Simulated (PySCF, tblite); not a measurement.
# C₆H₇FN radical: geometry, infrared bands and EPR parameters

Aim: predict the infrared bands and EPR parameters of C₆H₇FN radical (`[H]/N=C(\C=C)C/[C]=C\F`).

The runs use tblite 0.8.0 and PySCF 2.14.0, with density-fitted response routines of our own; the level of theory stands in each step. All values are computed, except where a source is named. Atoms are numbered from 0 throughout.

### 1 The starting structure

15 atoms, charge 0, multiplicity 2; geometry from: force field or distance geometry start.

Bonds of the start (Å): C0–C1 1.32, C1–C2 1.50, C2–N3 1.30, C2–C4 1.51, C4–C5 1.47, C5–C6 1.30, C6–F7 1.35, C0–H8 1.09, C0–H9 1.10, C1–H10 1.08, N3–H11 1.02, C4–H12 1.10, C4–H13 1.10, C6–H14 1.07.

### 2 Optimising the geometry with GFN2-xTB

The job: settings as JSON, then the geometry in Å.

```
{"job": {"kind": "relax", "xc": "GFN2-xTB", "basis": "xTB"}, "charge": 0, "multiplicity": 2}
C     -2.602100     0.482200     0.177700
C     -1.282900     0.542200     0.274500
C     -0.420900    -0.574800    -0.229900
N     -0.632000    -1.130900    -1.389300
C      0.737900    -1.014600     0.636800
C      1.870200    -0.091600     0.493700
C      2.867400     0.734000     0.373300
F      2.868200     1.937100     0.985200
H     -3.117900    -0.356100    -0.283600
H     -3.230000     1.285900     0.579500
H     -0.775800     1.356900     0.779900
H     -1.432800    -0.708800    -1.856300
H      0.403600    -1.057600     1.683100
H      1.039200    -2.027100     0.333900
H      3.703400     0.631300    -0.292700
```

On the command line:

```
$ OMP_NUM_THREADS=1 python probes_run.py task.json out
```

One launch serves the whole session: the jobs run in the order shown.

Standard output:

```text
step      E/eV     max force
  0    -649.67707    2.626
  1    -649.75834    2.296
  2    -649.80860    0.456
  3    -649.81979    0.393
  4    -649.83086    0.450
  5    -649.83537    0.215
  6    -649.84061    0.299
  7    -649.84563    0.246
  8    -649.84827    0.193
  9    -649.85088    0.145
 10    -649.85308    0.175
 11    -649.85534    0.175
 12    -649.85725    0.157
 13    -649.85899    0.116
 14    -649.86050    0.145
 15    -649.86185    0.124
 16    -649.86352    0.144
 17    -649.86609    0.152
 18    -649.87008    0.262
 19    -649.87507    0.336
 20    -649.88099    0.288
 21    -649.88842    0.279
 22    -649.89365    0.217
 23    -649.89995    0.188
 24    -649.90643    0.179
 25    -649.91258    0.171
 26    -649.91682    0.190
 27    -649.91746    0.277
 28    -649.92290    0.141
 29    -649.92610    0.130
 30    -649.93178    0.137
 31    -649.93488    0.140
 32    -649.93870    0.133
 33    -649.94123    0.135
 34    -649.94402    0.112
 35    -649.94562    0.093
 36    -649.94798    0.108
 37    -649.95002    0.151
 38    -649.95182    0.139
 39    -649.95336    0.106
 40    -649.95534    0.151
 41    -649.95828    0.218
 42    -649.96229    0.308
 43    -649.96661    0.347
 44    -649.97067    0.286
 45    -649.97447    0.191
 46    -649.97802    0.160
 47    -649.98093    0.187
 48    -649.98299    0.226
 49    -649.98349    0.228
 50    -649.98595    0.111
 51    -649.98741    0.089
 52    -649.99010    0.095
 53    -649.99180    0.128
 54    -649.99488    0.171
 55    -649.99795    0.170
 56    -650.00313    0.182
 57    -650.00633    0.172
 58    -650.00799    0.228
 59    -650.00921    0.098
 60    -650.01059    0.139
 61    -650.01253    0.279
 62    -650.01455    0.297
 63    -650.01647    0.184
 64    -650.01763    0.086
 65    -650.01847    0.112
 66    -650.01942    0.194
 67    -650.02074    0.164
 68    -650.02251    0.090
 69    -650.02365    0.091
 70    -650.02517    0.195
 71    -650.02708    0.247
 72    -650.02949    0.206
 73    -650.03164    0.194
 74    -650.03376    0.142
 75    -650.03629    0.185
 76    -650.03991    0.223
 77    -650.04371    0.161
 78    -650.04709    0.178
 79    -650.04970    0.187
 80    -650.05155    0.178
 81    -650.05371    0.085
 82    -650.05571    0.071
 83    -650.05740    0.078
 84    -650.05854    0.090
 85    -650.05967    0.104
 86    -650.06079    0.167
 87    -650.06219    0.087
 88    -650.06341    0.098
 89    -650.06451    0.073
 90    -650.06518    0.069
 91    -650.06601    0.068
 92    -650.06652    0.065
 93    -650.06708    0.066
 94    -650.06732    0.028
 95    -650.06744    0.024
 96    -650.06754    0.025
 97    -650.06771    0.043
 98    -650.06799    0.059
 99    -650.06839    0.065
100    -650.06881    0.051
101    -650.06920    0.043
102    -650.06961    0.048
103    -650.07009    0.046
104    -650.07064    0.048
105    -650.07106    0.041
106    -650.07126    0.064
107    -650.07137    0.035
108    -650.07155    0.040
109    -650.07171    0.039
110    -650.07189    0.030
111    -650.07204    0.024
112    -650.07217    0.038
113    -650.07230    0.032
114    -650.07247    0.036
115    -650.07270    0.041
116    -650.07292    0.042
117    -650.07317    0.045
118    -650.07347    0.057
119    -650.07387    0.060
120    -650.07443    0.057
121    -650.07506    0.049
122    -650.07558    0.042
123    -650.07592    0.035
124    -650.07611    0.032
125    -650.07623    0.030
126    -650.07629    0.019
127    -650.07632    0.009
```

Wall time 0.75 s (1 thread of Arm Neoverse V1, shared host).

The steps of the relaxation: (not every step is listed)

```tsv
step	energy from step 0 (eV)	largest force (eV/Å)
0	0.0000	2.6256
1	-0.0813	2.2962
2	-0.1315	0.4558
3	-0.1427	0.3927
4	-0.1538	0.4501
5	-0.1583	0.2149
6	-0.1635	0.2990
7	-0.1686	0.2460
8	-0.1712	0.1931
19	-0.1980	0.3356
30	-0.2547	0.1367
41	-0.2812	0.2178
52	-0.3130	0.0946
63	-0.3394	0.1840
74	-0.3567	0.1419
85	-0.3826	0.1041
96	-0.3905	0.0253
107	-0.3943	0.0353
118	-0.3964	0.0567
122	-0.3985	0.0422
123	-0.3989	0.0353
124	-0.3990	0.0320
125	-0.3992	0.0296
126	-0.3992	0.0193
127	-0.3993	0.0090
```

Distances of close pairs at the start and the end, largest changes first:

```tsv
bond	before (Å)	after (Å)	change (Å)
C2–N3	1.303	1.259	-0.044
C6–F7	1.350	1.385	+0.035
C1–C2	1.498	1.466	-0.032
C4–C5	1.468	1.445	-0.023
C0–H9	1.096	1.076	-0.020
C2–C4	1.512	1.529	+0.017
C5–C6	1.300	1.289	-0.011
C0–H8	1.087	1.078	-0.009
```

The next job starts from the end point, and lists it.

### 3 Infrared spectrum with GFN2-xTB

The job: settings as JSON, then the geometry in Å.

```
{"job": {"kind": "ir", "xc": "GFN2-xTB", "basis": "xTB"}, "charge": 0, "multiplicity": 2}
C     -2.248139     0.838609     0.199102
C     -1.056459     0.385264     0.568243
C     -0.346268    -0.694544    -0.123467
N     -0.552326    -1.165109    -1.272482
C      0.833172    -1.283992     0.650874
C      1.912031    -0.324171     0.599470
C      2.317372     0.835336     0.207297
F      1.538389     1.747050    -0.485110
H     -2.779151     0.433977    -0.647901
H     -2.745041     1.628915     0.734513
H     -0.554791     0.802442     1.430490
H     -1.303211    -0.742449    -1.809337
H      0.543798    -1.485425     1.685515
H      1.131891    -2.214582     0.164591
H      3.304320     1.246670     0.364048
```

Standard output:

```text
mode    cm-1     km/mol
  1      38.4      1.00
  2      53.0      1.14
  3      81.4      0.98
  4     109.2      1.50
  5     198.9      5.72
  6     278.6      5.07
  7     335.4      7.71
  8     379.2      3.70
  9     421.4      4.47
 10     543.9      5.70
 11     591.7    104.30
 12     700.6      8.94
 13     736.8      4.58
 14     804.1     21.31
 15     823.9     32.57
 16     850.6    115.39
 17     900.6     14.24
 18     945.1      2.73
 19     974.3    106.67
 20    1001.2     46.90
 21    1009.0     46.76
 22    1068.0     20.54
 23    1113.5     24.52
 24    1206.0     73.60
 25    1219.6      8.18
 26    1233.8     22.67
 27    1296.2     22.90
 28    1401.2      3.86
 29    1414.5      7.87
 30    1654.1     41.00
 31    1703.5    181.30
 32    1815.0      5.75
 33    2949.1     16.98
 34    2979.9      6.61
 35    3049.6      6.77
 36    3068.4     13.75
 37    3095.5     20.78
 38    3130.3     23.02
 39    3357.7     19.97
```

It took 0.43 s on 1 thread of Arm Neoverse V1, shared host.

The strongest bands and the atoms that carry them (share of the mass-weighted mode):

```tsv
cm⁻¹	km/mol	atoms
592	104.3	C5 27 %, C1 13 %
851	115.4	C6 48 %, F7 33 %
974	106.7	H11 25 %, C4 18 %, C2 15 %
1001	46.9	C4 23 %, C6 18 %
1009	46.8	H10 45 %, H8 32 %
1206	73.6	H11 29 %, C2 26 %, H12 12 %, C4 11 %
1654	41.0	C1 44 %, C0 38 %
1704	181.3	C2 54 %, N3 32 %
```

### 4 g tensor and hyperfine couplings: B3LYP/pcH-1

Same as in step 3 but for these lines:

```diff
@@ -1,2 +1,2 @@
-{"job": {"kind": "ir", "xc": "GFN2-xTB", "basis": "xTB"}, "charge": 0, "multiplicity": 2}
+{"job": {"kind": "epr", "basis": "pcH-1"}, "charge": 0, "multiplicity": 2}
 C     -2.248139     0.838609     0.199102
```

With the program's defaults for keys left out, this is: UKS B3LYP, pcH-1 on C F H N, non-relativistic, mean-field spin-orbit, GIAO.

Standard output:

```text
UKS, coarse grid
  cycle   1  E = -387.23761172  |g| = 4.49e-01
  cycle   2  E = -387.12064586  |g| = 7.31e-01
  cycle   3  E = -387.31276532  |g| = 1.31e-01
  cycle   4  E = -387.32012293  |g| = 5.40e-02
  cycle   5  E = -387.32141723  |g| = 2.06e-02
  cycle   6  E = -387.32161432  |g| = 4.80e-03
  cycle   7  E = -387.32163905  |g| = 2.25e-03
  cycle   8  E = -387.32164700  |g| = 1.85e-03
  cycle   9  E = -387.32165053  |g| = 7.82e-04
UKS, final grid
  cycle   1  E = -387.32165907  |g| = 1.14e-03
  cycle   2  E = -387.32165767  |g| = 2.12e-03
  cycle   3  E = -387.32166001  |g| = 1.86e-04
  cycle   4  E = -387.32166009  |g| = 1.53e-04
  cycle   5  E = -387.32166015  |g| = 8.85e-05
  cycle   6  E = -387.32166015  |g| = 1.70e-05
E = -387.32166015 Eh   <S^2> = 0.7578 (exact 0.7500)
g shifts (ppm)      1          2          3
  rmc          -178       -178       -178
  gc             49         15          6
  oz_so       -1385        154        213
  total       -1514         -9         40
hyperfine (MHz)  atom isotope    a_iso     a_fc   dipolar eigenvalues
    0   13C      -0.08      -0.08     -0.81     -0.29      1.10
    1   13C      -1.25      -1.25     -1.11     -0.11      1.22
    2   13C      72.78      72.78     -8.53     -5.24     13.77
    3   14N       6.47       6.47     -2.88     -1.55      4.44
    4   13C      -9.40      -9.40     -4.55     -2.82      7.37
    5   13C     246.20     246.20    -78.60    -60.89    139.49
    6   13C      58.20      58.20    -16.14      3.47     12.67
    7   19F     287.12     287.12   -165.82   -120.39    286.21
    8    1H       0.35       0.35     -0.79     -0.64      1.42
    9    1H       0.96       0.96     -0.77     -0.37      1.14
   10    1H      -0.37      -0.37     -2.77     -2.23      5.00
   11    1H      13.63      13.63     -3.08     -1.57      4.65
   12    1H      28.39      28.39     -5.88     -4.90     10.78
   13    1H      30.44      30.44     -5.97     -4.65     10.63
   14    1H      57.81      57.81     -6.67     -2.67      9.34
```

Run time: 75 s. Hardware: 1 thread of Arm Neoverse V1, shared host; peak memory 0.97 GiB.

Principal g values 2.00081, 2.00231, 2.00236; g(iso) = 2.00183, against 2.00232 for a free electron.

Hyperfine couplings; where a row names several nuclei, a(iso) is their mean (it holds for fast rotation or exchange) and the dipolar term the largest among them:

```tsv
nuclei	isotope	a(iso) (MHz)	a(iso) (G, at g = 2.0023)	largest dipolar term (MHz)
F7	19F	287.1	102.4	286.2
C5	13C	246.2	87.9	139.5
C2	13C	72.8	26.0	13.8
C6	13C	58.2	20.8	-16.1
H14	1H	57.8	20.6	9.3
H12, H13	1H	29.4	10.5	10.8
H11	1H	13.6	4.9	4.6
C4	13C	-9.4	-3.4	7.4
N3	14N	6.5	2.3	4.4
C1	13C	-1.2	-0.4	1.2
H9	1H	1.0	0.3	1.1
H10	1H	-0.4	-0.1	5.0
H8	1H	0.3	0.1	1.4
C0	13C	-0.1	0.0	1.1
```

Mulliken spin populations:

C0 0.00; C1 0.00; C2 0.03; N3 0.04; C4 -0.05; C5 0.96; C6 -0.09; F7 0.05; H8 0.00; H9 0.00; H10 0.00; H11 0.01; H12 0.01; H13 0.01; H14 0.02

In first order the couplings over 0.8 MHz of 19F, 1H, 14N give 144 distinct lines over 153.9 G, if the averaged nuclei exchange fast.

The fields below are evaluated on a grid from the run's orbitals.

ELF in a plane through or near 6 of the atoms.

Ten even steps from ' ' (0.00) to '@' (1.00):
```
                                                        
                                                        
                                                        
                                                        
                                      ::====..          
          ::::::::..                --@@@@@@@@--        
        ..--====++++::      ++++..  ++@@@@@@@@++        
          ..::--**%%**..  ==@@%%++==++@@@@@@%%::        
            ..::##%%##--  --%%##--##++--####--          
          ..--**##****==    ++--==##%%++++==..          
        ..==##%%%%==####--::==%%****##++====..          
        ..++##%%%%%%%%--==##++**++--::::::::..          
          --++++--====++::##**==--..                    
                  ++%%%%**--::----..                    
                ::%%@@@@##..  ....                      
                ::%%@@@@**                              
                  --****::                              
                                                        
                                                        
                                                        
```
The map spans 11.6 Å across and 9.4 Å up, centred on the molecule. Atoms in the plane (x, y in Å): C0 (2.3, 0.7), C1 (1.0, 0.4), C4 (-1.0, -1.1), C5 (-2.0, -0.1), H9 (2.8, 1.5), H13 (-1.3, -2.1).

On the surface of density 0.002 e/bohr³ the electrostatic potential runs, from the 1st to the 99th percentile, from -1.70 V near N3 to 1.40 V near H11.

The spin density lies nearest to C5 68 %; C6 8 % (both signs); F7 6 %.

### 5 Results

| quantity | value |
| --- | --- |
| strongest single infrared mode (GFN2-xTB) | 1704 cm⁻¹, 181 km/mol |
| zero-point energy (GFN2-xTB) | 69.4 kcal/mol |
| g(iso) (B3LYP) | 2.00183 |
| ⟨S²⟩ | 0.758 (exact 0.75) |
| largest a(iso) (averaged by class) | 19F on F7, 287.1 MHz |
| surface potential, 1st and 99th percentile | -1.70 V and 1.40 V |

What this shows: Over 127 steps the energy fell by 0.399 eV; of the close pairs, C2–N3 changed most, 1.303 to 1.259 Å. No mode is imaginary among the 39: a minimum at this level. The strongest single mode, at 1704 cm⁻¹, moves mainly C2 and N3. GFN2-xTB is a fitted tight-binding method: band positions and strengths are rough. Its intensities can rank the bands wrongly. Most of the unpaired spin sits on C5 (0.96 e). The isotropic g lies 0.5 ppt below the free-electron value.
